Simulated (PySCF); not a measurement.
# C₆H₁₀O₂+ (doublet): open-shell or spin-flip excitations

What do calculations give for the open-shell or spin-flip excitations of C₆H₁₀O₂+ (doublet) (`C/C=C(/C)CC(=O)O`)?

Programs: PySCF 2.14.0, with routines of our own; each step states its level. All values are computed. Atoms count from 0.

## Step 1: The starting structure

18 atoms, charge 1, multiplicity 2; geometry from: GFN2-xTB.

## Step 2: Open-shell or spin-flip excitations: unrestricted TDDFT PBE0/def2-SVP

The job: settings as JSON, then the geometry in Å.

```
{"job": {"kind": "uabs", "xc": "PBE0", "basis": "def2-SVP", "nstates": 10, "tda": false}, "charge": 1, "multiplicity": 2}
C     -1.863264    -1.060517     0.477881
C     -1.410162     0.312952     0.377378
C     -0.253237     0.707562    -0.265798
C      0.145952     2.121314    -0.324673
C      0.662129    -0.292687    -0.870696
C      1.408712    -1.083317     0.229952
O      0.844975    -1.784236     1.027077
O      2.691364    -0.874494     0.162795
H     -2.782642    -1.163899     1.045011
H     -1.054683    -1.646871     0.972150
H     -1.949915    -1.556159    -0.493079
H     -1.987822     1.077013     0.882156
H      1.194795     2.246118    -0.047745
H     -0.479129     2.758916     0.293842
H      0.081939     2.477167    -1.358434
H      0.112498    -1.040780    -1.448036
H      1.420624     0.181739    -1.493089
H      3.209105    -1.373505     0.821651
```

Level: unrestricted TDDFT PBE0/def2-SVP, vertical, gas phase, core orbitals frozen in the response.

Launch:

```sh
$ OMP_NUM_THREADS=1 python excited_run.py task.json out
```

This one command runs all jobs of the session in turn.

Output:

```text
coarse grid: 14888 points
cycle   1  E = -383.8427024135  dE =  1.478e+00  |g| = 6.466e-01  |ddm| = 3.098e+00
cycle   2  E = -383.0975228590  dE =  7.452e-01  |g| = 1.417e+00  |ddm| = 1.723e+00
cycle   3  E = -383.9597897909  dE = -8.623e-01  |g| = 3.399e-01  |ddm| = 1.430e+00
cycle   4  E = -384.0099701888  dE = -5.018e-02  |g| = 6.559e-02  |ddm| = 3.246e-01
cycle   5  E = -384.0111992863  dE = -1.229e-03  |g| = 3.736e-02  |ddm| = 9.745e-02
cycle   6  E = -384.0118014705  dE = -6.022e-04  |g| = 8.909e-03  |ddm| = 4.142e-02
cycle   7  E = -384.0118412325  dE = -3.976e-05  |g| = 2.993e-03  |ddm| = 1.239e-02
cycle   8  E = -384.0118462444  dE = -5.012e-06  |g| = 1.718e-03  |ddm| = 4.592e-03
final grid: 143384 points
cycle   9  E = -384.0778146804  dE = -4.323e-05  |g| = 7.506e-03  |ddm| = 3.279e-02
cycle  10  E = -384.0777829017  dE =  3.178e-05  |g| = 1.173e-02  |ddm| = 1.546e-02
cycle  11  E = -384.0778366849  dE = -5.378e-05  |g| = 2.571e-03  |ddm| = 1.058e-02
cycle  12  E = -384.0778393949  dE = -2.710e-06  |g| = 3.734e-04  |ddm| = 2.301e-03
cycle  13  E = -384.0778394475  dE = -5.256e-08  |g| = 1.146e-04  |ddm| = 3.690e-04
cycle  14  E = -384.0778394548  dE = -7.266e-09  |g| = 3.229e-05  |ddm| = 1.410e-04
cycle  15  E = -384.0778394557  dE = -9.153e-10  |g| = 1.865e-05  |ddm| = 6.333e-05
converged SCF energy = -384.0778394557

Static polarisability (au): isotropic 78.656, principal 48.783 87.967 99.220

<S^2> of the reference = 0.7525 (exact 0.7500)

Excitations
state   eV       nm        f      <S^2>   main configurations
  1   1.8036    687.4   0.04814   0.760   Hb->Lb 0.98
  2   2.8128    440.8   0.00191   0.764   H-1b->Lb 0.97
  3   3.3601    369.0   0.00209   0.767   H-2b->Lb 0.89
  4   3.7704    328.8   0.00501   0.761   H-4b->Lb 0.94
  5   4.2155    294.1   0.01200   0.779   H-3b->Lb 0.72, H-5b->Lb 0.24
  6   4.3040    288.1   0.00956   0.775   H-5b->Lb 0.71, H-3b->Lb 0.20
  7   4.6860    264.6   0.02407   0.766   Ha->La 0.55, H-6b->Lb 0.27, H-7b->Lb 0.10
  8   4.7439    261.4   0.06742   0.774   H-6b->Lb 0.33, Ha->La 0.30, H-7b->Lb 0.24
  9   5.0006    247.9   0.07404   0.795   H-7b->Lb 0.62, H-6b->Lb 0.32
 10   5.4079    229.3   0.00010   2.173   Hb->L+1b 0.26, H-1a->La 0.21, H-8b->Lb 0.18, Ha->L+1a 0.15
```

Wall time 3.1 min (1 thread of Intel Xeon at 2.50GHz, shared host); peak memory 0.64 GiB.

From this job:

| quantity | value |
| --- | --- |
| ⟨S²⟩ | 0.752 |

Löwdin spin populations:

C0 0.05; C1 0.35; C2 0.31; C3 0.01; C4 0.02; C5 0.02; O6 0.09; O7 0.01; H8 0.00; H9 0.05; H10 0.03; H11 0.00; H12 0.02; H13 0.00; H14 0.03; H15 0.01; H16 0.01; H17 0.00

## Step 3: Open-shell or spin-flip excitations: unrestricted TDDFT PBE0/def2-SVP in N,N-dimethylformamide

The job, as its differences from that of step 2:

```diff
@@ -1,2 +1,2 @@
-{"job": {"kind": "uabs", "xc": "PBE0", "basis": "def2-SVP", "nstates": 10, "tda": false}, "charge": 1, "multiplicity": 2}
+{"job": {"kind": "uabs", "xc": "PBE0", "basis": "def2-SVP", "nstates": 10, "tda": false, "solvent": "N,N-dimethylformamide", "pol": false}, "charge": 1, "multiplicity": 2}
 C     -1.863264    -1.060517     0.477881
```

Method: unrestricted TDDFT PBE0/def2-SVP, vertical, IEF-PCM N,N-dimethylformamide (non-equilibrium linear response), core orbitals frozen in the response.

Output:

```text
coarse grid: 14888 points
cycle   1  E = -383.9453464804  dE =  1.376e+00  |g| = 6.278e-01  |ddm| = 3.098e+00
cycle   2  E = -383.4261866284  dE =  5.192e-01  |g| = 1.250e+00  |ddm| = 1.500e+00
cycle   3  E = -384.0686410355  dE = -6.425e-01  |g| = 2.715e-01  |ddm| = 1.205e+00
cycle   4  E = -384.0988689263  dE = -3.023e-02  |g| = 5.775e-02  |ddm| = 2.375e-01
cycle   5  E = -384.0998897452  dE = -1.021e-03  |g| = 3.087e-02  |ddm| = 7.115e-02
cycle   6  E = -384.1003051393  dE = -4.154e-04  |g| = 8.795e-03  |ddm| = 3.163e-02
cycle   7  E = -384.1003558433  dE = -5.070e-05  |g| = 3.803e-03  |ddm| = 1.336e-02
cycle   8  E = -384.1003688356  dE = -1.299e-05  |g| = 2.460e-03  |ddm| = 8.268e-03
cycle   9  E = -384.1003741604  dE = -5.325e-06  |g| = 7.597e-04  |ddm| = 5.767e-03
final grid: 143384 points
cycle  10  E = -384.1662817750  dE = -4.225e-05  |g| = 7.262e-03  |ddm| = 3.198e-02
cycle  11  E = -384.1662541210  dE =  2.765e-05  |g| = 1.120e-02  |ddm| = 1.547e-02
cycle  12  E = -384.1663039955  dE = -4.987e-05  |g| = 1.784e-03  |ddm| = 9.670e-03
cycle  13  E = -384.1663052553  dE = -1.260e-06  |g| = 2.989e-04  |ddm| = 1.509e-03
cycle  14  E = -384.1663052865  dE = -3.118e-08  |g| = 9.347e-05  |ddm| = 2.819e-04
cycle  15  E = -384.1663052908  dE = -4.308e-09  |g| = 2.137e-05  |ddm| = 1.005e-04
cycle  16  E = -384.1663052912  dE = -4.227e-10  |g| = 9.903e-06  |ddm| = 3.476e-05
converged SCF energy = -384.1663052912

<S^2> of the reference = 0.7524 (exact 0.7500)

Excitations
state   eV       nm        f      <S^2>   main configurations
  1   2.0002    619.9   0.05081   0.761   Hb->Lb 0.99
  2   3.1282    396.3   0.00203   0.766   H-1b->Lb 0.86, H-2b->Lb 0.11
  3   3.4047    364.2   0.00097   0.766   H-2b->Lb 0.81, H-1b->Lb 0.12
  4   3.8095    325.5   0.00626   0.762   H-4b->Lb 0.61, H-3b->Lb 0.33
  5   4.2543    291.4   0.00794   0.777   H-5b->Lb 0.38, H-3b->Lb 0.33, H-4b->Lb 0.25
  6   4.4285    280.0   0.03217   0.779   H-5b->Lb 0.54, H-3b->Lb 0.27, H-4b->Lb 0.11
  7   4.7372    261.7   0.04088   0.780   Ha->La 0.64, H-6b->Lb 0.21, H-7b->Lb 0.09
  8   4.7746    259.7   0.09554   0.767   H-6b->Lb 0.46, Ha->La 0.26, H-7b->Lb 0.18
  9   5.0362    246.2   0.08485   0.786   H-7b->Lb 0.70, H-6b->Lb 0.25
 10   5.5048    225.2   0.00495   2.412   Hb->L+1b 0.28, Ha->L+1a 0.26, H-1a->La 0.24, Hb->L+2b 0.09
```

It took 2.5 min on 1 thread of Intel Xeon at 2.50GHz, shared host; peak memory 0.8 GiB.

Key values:

| quantity | value |
| --- | --- |
| ⟨S²⟩ | 0.752 |

## Step 4: Results

```
                                                                                                                 quantity                        value
                         lowest and brightest state of nearly pure spin, of 10 (step 2, unrestricted TDDFT PBE0/def2-SVP)  1.80 eV; 5.00 eV, f = 0.074
lowest and brightest state of nearly pure spin, of 10 (step 3, unrestricted TDDFT PBE0/def2-SVP in N,N-dimethylformamide)  2.00 eV; 4.77 eV, f = 0.096
```

**Reading.** States whose ⟨S²⟩ lies well above the reference's are mixtures of spin states, an artefact of the unrestricted response, and are left out of the summary. The lowest state of nearly pure spin runs from 1.80 to 2.00 eV over the runs.
